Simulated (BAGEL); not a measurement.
**CH4GaNO (SMILES [H]/N=[C](/O)[GaH2]): PBE0/cc-pVDZ (density fitting with qzvpp-jkfit)**

Aim: the energy change on altering one bond length of CH4GaNO at PBE0/cc-pVDZ (density fitting with qzvpp-jkfit), from 2 runs. 

The results are computed with BAGEL 1.2.2.

6 further runs of the same task are left out: 5 that didn't finish, 1 set aside as unsound or not needed. Runs told in other sessions of the task aren't counted.

### 1 The system as given

The species is CH4GaNO (8 atoms), meant as a singlet with charge 0. SMILES: `[H]/N=[C](/O)[GaH2]`. Geometry: a GFN2-xTB relaxation, a rough one for these elements and not checked as a minimum. This is one conformer, not always the lowest.

Bond lengths: N1–C2 1.258 Å, C2–O3 1.352 Å, C2–Ga4 2.040 Å, N1–H5 1.016 Å, O3–H6 0.973 Å, Ga4–H7 1.606 Å, Ga4–H8 1.575 Å. Angles: N1–C2–O3 119.4°, N1–C2–Ga4 147.6°, O3–C2–Ga4 93.1°, C2–N1–H5 115.6°, C2–O3–H6 111.3°, C2–Ga4–H7 125.4°, C2–Ga4–H8 114.1°, H7–Ga4–H8 120.4°.

### 2 A single-point energy at PBE0/cc-pVDZ (density fitting with qzvpp-jkfit)

input.json

```json
{ "bagel": [

{
  "title": "molecule",
  "basis": "cc-pvdz.json",
  "df_basis": "qzvpp-jkfit",
  "angstrom": true,
  "geometry": [
    { "atom": "N", "xyz": [    0.267210,    1.698430,   -0.571890 ] },
    { "atom": "C", "xyz": [    0.149730,    0.564910,   -0.039070 ] },
    { "atom": "O", "xyz": [    0.617220,    0.369800,    1.214860 ] },
    { "atom": "Ga", "xyz": [   -0.497370,   -1.361220,   -0.215180 ] },
    { "atom": "H", "xyz": [   -0.102920,    1.781740,   -1.514050 ] },
    { "atom": "H", "xyz": [    1.012080,    1.182710,    1.574450 ] },
    { "atom": "H", "xyz": [   -1.212300,   -1.988570,   -1.508820 ] },
    { "atom": "H", "xyz": [   -0.233640,   -2.247790,    1.059690 ] }
  ]
},
{ "title": "ks", "xc_func": "pbe0" },
{ "title": "print", "file": "orbitals.molden", "orbitals": true }

]}
```

The basis set cc-pVDZ is read from a file made from the Basis Set Exchange's data (not shown).

The run is started by

```sh
BAGEL_NUM_THREADS=1 BAGEL input.json > input.out
```

The program printed:

```text
* using 1 threads per process

  ===============================================================
  ===============================================================

  *** Geometry ***

  { "atom" : "N", "xyz" : [      0.504954,      3.209568,     -1.080715 ] },
  { "atom" : "C", "xyz" : [      0.282949,      1.067525,     -0.073832 ] },
  { "atom" : "O", "xyz" : [      1.166377,      0.698821,      2.295753 ] },
  { "atom" : "Ga", "xyz" : [     -0.939893,     -2.572333,     -0.406631 ] },
  { "atom" : "H", "xyz" : [     -0.194491,      3.367001,     -2.861140 ] },
  { "atom" : "H", "xyz" : [      1.912554,      2.234998,      2.975279 ] },
  { "atom" : "H", "xyz" : [     -2.290915,     -3.757853,     -2.851257 ] },
  { "atom" : "H", "xyz" : [     -0.441516,     -4.247707,      2.002524 ] },

  Number of auxiliary basis functions:      567

  Since a DF basis is specified, we compute 2- and 3-index integrals:
    o Being stored without compression. Storage requirement is 0.036 GB

  Number of basis functions:       89
  Number of electrons      :       56

    * METHOD: MOLECULE                             0.37

  *** Kohn-Sham DFT ***

    * Removing 14073 points whose weight is below 1.00e-10
    * Grid points: 105175

  === Nuclear Repulsion ===
   237.9991770497

       - DIIS with orbital gradients will be used.

  === KS iteration (pbe0 / cc-pvdz.json) ===
      0      -2065.76492633          0.11150427           0.44
      1      -1938.58446338          0.27120514           0.43
      2      -2047.60480867          0.11123471           0.43
      3      -1984.09189502          0.16857856           0.43
      4      -2089.60821301          0.06857349           0.43
      5      -2094.40478140          0.02478870           0.43
      6      -2092.11665922          0.04242005           0.43
      7      -2094.55005915          0.01824391           0.43
      8      -2094.66685185          0.01594183           0.42
      9      -2094.80771365          0.00507325           0.43
     10      -2094.82889049          0.00108755           0.43
     11      -2094.82955827          0.00063951           0.43
     12      -2094.82982690          0.00010232           0.43
     13      -2094.82983399          0.00003114           0.42
     14      -2094.82983443          0.00000356           0.43
     15      -2094.82983444          0.00000220           0.43
     16      -2094.82983444          0.00000154           0.43
     17      -2094.82983444          0.00000028           0.43
     18      -2094.82983444          0.00000013           0.43
     19      -2094.82983444          0.00000004           0.43
     20      -2094.82983444          0.00000002           0.43
     21      -2094.82983444          0.00000000           0.43
    * SCF iteration converged.

    * Permanent dipole moment:
           (    0.075519,     0.088733,     0.109424) a.u.

    * METHOD: KS                                  10.09

    * METHOD: PRINT                                0.02

  ===============================================================
```

Run time: 11 s. Hardware: 1 thread of Arm Neoverse V1, shared host; peak memory 0.47 GiB.

### 3 The distorted shape at the same level

dft.json

```json
{ "bagel" : [

{
  "title" : "molecule",
  "basis" : "cc-pvdz.json",
  "df_basis" : "qzvpp-jkfit",
  "angstrom" : "true",
  "geometry" : [
    { "atom" : "N", "xyz" : [       0.322719,       1.685936,      -0.430594 ] },
    { "atom" : "C", "xyz" : [       0.205239,       0.552416,       0.102226 ] },
    { "atom" : "O", "xyz" : [       0.672729,       0.357306,       1.356156 ] },
    { "atom" : "Ga", "xyz" : [      -0.441861,      -1.373714,      -0.073884 ] },
    { "atom" : "H", "xyz" : [      -0.102920,       1.781740,      -1.514050 ] },
    { "atom" : "H", "xyz" : [       1.067589,       1.170216,       1.715746 ] },
    { "atom" : "H", "xyz" : [      -1.156791,      -2.001064,      -1.367524 ] },
    { "atom" : "H", "xyz" : [      -0.178131,      -2.260284,       1.200986 ] }
  ]
},

{ "title" : "ks", "xc_func" : "pbe0" },

{ "title" : "print", "file" : "orbitals.molden", "orbitals" : "true" }

]}
```

The basis set cc-pVDZ is read from a file made from the Basis Set Exchange's data (not shown).

The run is started by

```sh
BAGEL_NUM_THREADS=1 BAGEL dft.json > dft.out
```

The program printed:

```text
* using 1 threads per process

  ===============================================================
  ===============================================================

  *** Geometry ***

  { "atom" : "N", "xyz" : [      0.609851,      3.185957,     -0.813705 ] },
  { "atom" : "C", "xyz" : [      0.387846,      1.043915,      0.193179 ] },
  { "atom" : "O", "xyz" : [      1.271274,      0.675210,      2.562763 ] },
  { "atom" : "Ga", "xyz" : [     -0.834996,     -2.595943,     -0.139621 ] },
  { "atom" : "H", "xyz" : [     -0.194491,      3.367001,     -2.861140 ] },
  { "atom" : "H", "xyz" : [      2.017451,      2.211388,      3.242290 ] },
  { "atom" : "H", "xyz" : [     -2.186018,     -3.781463,     -2.584246 ] },
  { "atom" : "H", "xyz" : [     -0.336619,     -4.271318,      2.269535 ] },

  Number of auxiliary basis functions:      567

  Since a DF basis is specified, we compute 2- and 3-index integrals:
    o Being stored without compression. Storage requirement is 0.036 GB

  Number of basis functions:       89
  Number of electrons      :       56

    * METHOD: MOLECULE                             0.37

  *** Kohn-Sham DFT ***

    * Removing 13913 points whose weight is below 1.00e-10
    * Grid points: 105335

  === Nuclear Repulsion ===
   237.2724645941

       - DIIS with orbital gradients will be used.

  === KS iteration (pbe0 / cc-pvdz.json) ===
      0      -2065.98620914          0.11044729           0.42
      1      -1954.63700202          0.23832997           0.41
      2      -2056.69684490          0.11168485           0.41
      3      -1991.24552676          0.16612054           0.41
      4      -2089.60351134          0.07057495           0.41
      5      -2091.51460841          0.04648407           0.41
      6      -2094.35985528          0.02567449           0.41
      7      -2094.77572189          0.00676797           0.41
      8      -2094.77581469          0.00830975           0.41
      9      -2094.81343775          0.00222399           0.42
     10      -2094.81675577          0.00044265           0.41
     11      -2094.81688032          0.00010974           0.41
     12      -2094.81688838          0.00002899           0.41
     13      -2094.81688896          0.00000558           0.41
     14      -2094.81688898          0.00000195           0.41
     15      -2094.81688898          0.00000058           0.42
     16      -2094.81688898          0.00000019           0.42
     17      -2094.81688898          0.00000004           0.42
     18      -2094.81688898          0.00000002           0.41
     19      -2094.81688898          0.00000001           0.42
    * SCF iteration converged.

    * Permanent dipole moment:
           (    0.077864,     0.095680,     0.110044) a.u.

    * METHOD: KS                                   8.89

    * METHOD: PRINT                                0.02

  ===============================================================
```

It took 9.6 s on 1 thread of Arm Neoverse V1, shared host; peak memory 0.47 GiB.

### 4 Outcome

Level: PBE0/cc-pVDZ (density fitting with qzvpp-jkfit).

| quantity | value |
| --- | --- |
| first shape: total energy | -2094.82983 Eh |
| first shape: dipole moment | 0.41 D |
| first shape: HOMO energy | -7.03 eV |
| first shape: LUMO energy | -1.94 eV |
| first shape: HOMO–LUMO gap | 5.09 eV |
| distorted shape: total energy | -2094.81689 Eh |
| distorted shape: dipole moment | 0.42 D |
| distorted shape: HOMO energy | -7.00 eV |
| distorted shape: LUMO energy | -1.93 eV |
| distorted shape: HOMO–LUMO gap | 5.07 eV |
| energy change with the N1–H5 bond stretched from 1.016 to 1.168 Å | 0.352 eV |

What this shows: With the N1–H5 bond stretched from 1.016 to 1.168 Å the energy rises by 0.35 eV (8.1 kcal/mol). The first shape isn't relaxed at this level, so the change isn't measured from a minimum.
